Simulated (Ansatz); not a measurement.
# Ru: the cost of one run

Program: Ansatz 0.2.0. Level of theory: DFT PBEsol, scalar-relativistic. These are calculated values, not measurements.

### Step 1. Starting point

Symmetry: P6_3/mmc, No. 194, hexagonal system. The conventional cell has a = 2.706 Å, b = 2.706 Å, c = 4.282 Å, α = 90.00°, β = 90.00°, γ = 120.00°. Ru (site symmetry -6m2) is surrounded by 12 Ru at 2.65 to 2.71 Å.

Coordinates:

```cif
data_structure
_symmetry_space_group_name_H-M 'P6_3/mmc'
_symmetry_Int_Tables_number 194
_cell_length_a 2.7058
_cell_length_b 2.7058
_cell_length_c 4.2819
_cell_angle_alpha 90.000
_cell_angle_beta 90.000
_cell_angle_gamma 120.000
_cell_volume 27.15
loop_
_atom_site_label
_atom_site_type_symbol
_atom_site_symmetry_multiplicity
_atom_site_Wyckoff_symbol
_atom_site_fract_x
_atom_site_fract_y
_atom_site_fract_z
_atom_site_occupancy
Ru1 Ru 2 c 0.33333 0.66667 0.25000 1
```

The file gives the conventional cell by its symmetry; the runs use the cell typed in the input.

Atoms are numbered in the order of the input: Ru1, Ru2.

### Step 2. The deformed structure

Space group P6_3/mmc before, P6_3/mmc after.

### Step 3. Full-potential LAPW

File input.yaml:

```yaml
crystal:
  lattice:
    - [2.7328573275, 0.0, 0.0]
    - [-1.3664286638, 2.3667238706, 0.0]
    - [0.0, 0.0, 4.2819]
  atoms:
    - { symbol: Ru, position: [0.3333333333, 0.6666666667, 0.25] }
    - { symbol: Ru, position: [0.6666666667, 0.3333333333, 0.75] }
kpoints:
  mp_grid: { grid: [14, 14, 8] }
  band_path:
    path:
      - [0.0, 0.0, 0.0]
      - [0.5, 0.0, 0.0]
      - [0.3333333333, 0.3333333333, 0.0]
      - [0.0, 0.0, 0.0]
      - [0.0, 0.0, 0.5]
      - [0.5, 0.0, 0.5]
      - [0.3333333333, 0.3333333333, 0.5]
      - [0.0, 0.0, 0.5]
      - [0.5, 0.0, 0.5]
    npoints: 5
scf:
  occupations: { method: fermi_dirac, width: 0.03 }
hamiltonian:
  xc: pbesol
  pseudopotentials: { kind: all_electron, lapw: { basis_error: 0.0005 } }
output:
  forces: true
  stress: true
  eigenvalues: true
```

Launch:

```bash
ansatz run input.yaml --threads 1 --pin off --max-ram 3072MiB --backend cpu --events-out ev --progress --plain --runs-dir out
```

What time and memory should one allow on 1 thread of Intel Xeon Platinum 8488C (Sapphire Rapids), shared host?

About 35 s, with a peak of 0.57 GiB.
